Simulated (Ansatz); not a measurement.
H₄NO₂Si, SMILES N[Si](O)O: an atomisation energy, run with Ansatz 0.2.0 through its Python package.

The script, `h4no2si_tae.py`:
```python
'''Atomisation energy of H4NO2Si at the given geometry.'''

from collections import Counter

import ansatz as az


def energy(molecule, charge=0, unpaired=0):
    calc = molecule.calculation().basis(gaussian='6-31G').functional('r2scan0').accuracy('medium')
    if charge:
        calc = calc.charge(charge)
    if unpaired:
        calc = calc.spin('collinear', total=unpaired)
    return calc.run(threads=1, backend='cpu').report['free_energy_ev']

geometry = (
    az.Crystal.molecule()
    .atom('N', (-0.0202, 1.2222, -0.008))
    .atom('Si', (0.1525, -0.2259, -0.7781))
    .atom('O', (1.3649, -0.8373, 0.0973))
    .atom('O', (-1.1352, -1.0147, -0.3317))
    .atom('H', (-0.8323, 1.7403, -0.5061))
    .atom('H', (-0.4338, 1.0898, 0.9097))
    .atom('H', (2.0038, -0.1555, 0.493))
    .atom('H', (-1.0075, -1.8761, 0.0682))
)

# Hund ground states
unpaired = {'N': 3, 'Si': 2, 'O': 2, 'H': 1}
counts = Counter(site.symbol for site in geometry.cartesian_sites)
atom_energy = {s: energy(az.Crystal.molecule().atom(s, (0, 0, 0)), 0, unpaired[s]) for s in counts}
whole = energy(geometry, 0, 1)
for s, e in atom_energy.items():
    print(f'{s:2s} x{counts[s]}  {e:14.5f} eV')
print(f'H4NO2Si: {whole:.5f} eV')
split = sum(counts[s] * e for s, e in atom_energy.items()) - whole
print(f'atomisation energy (no zero-point term): {split:.3f} eV, {split / sum(counts.values()):.3f} eV an atom')
```

What does it cost to take this molecule apart into atoms?

24.033 eV from the electronic energies, without the zero-point term.

The output:

Running `python h4no2si_tae.py` prints:
```text
N  x1     -1484.71224 eV
Si x1     -7872.73101 eV
O  x2     -2041.39209 eV
H  x4       -13.55743 eV
H4NO2Si: -13518.48964 eV
atomisation energy (no zero-point term): 24.033 eV, 3.004 eV an atom
```

Reading the output:
- The settings weren't tested for convergence.
- The geometry is a force-field or estimated start, not a minimum of this method, and the basis set is short of its limit. All parts are taken at fixed geometry, without zero-point energy.
- The species is open-shell (spin multiplicity 2).
- The whole script took 5.5 s on 1 thread of Arm Neoverse V2, with other jobs on the host, peak memory 0.24 GiB.

(Lines on the test bed's own set-up are left out of the output.)
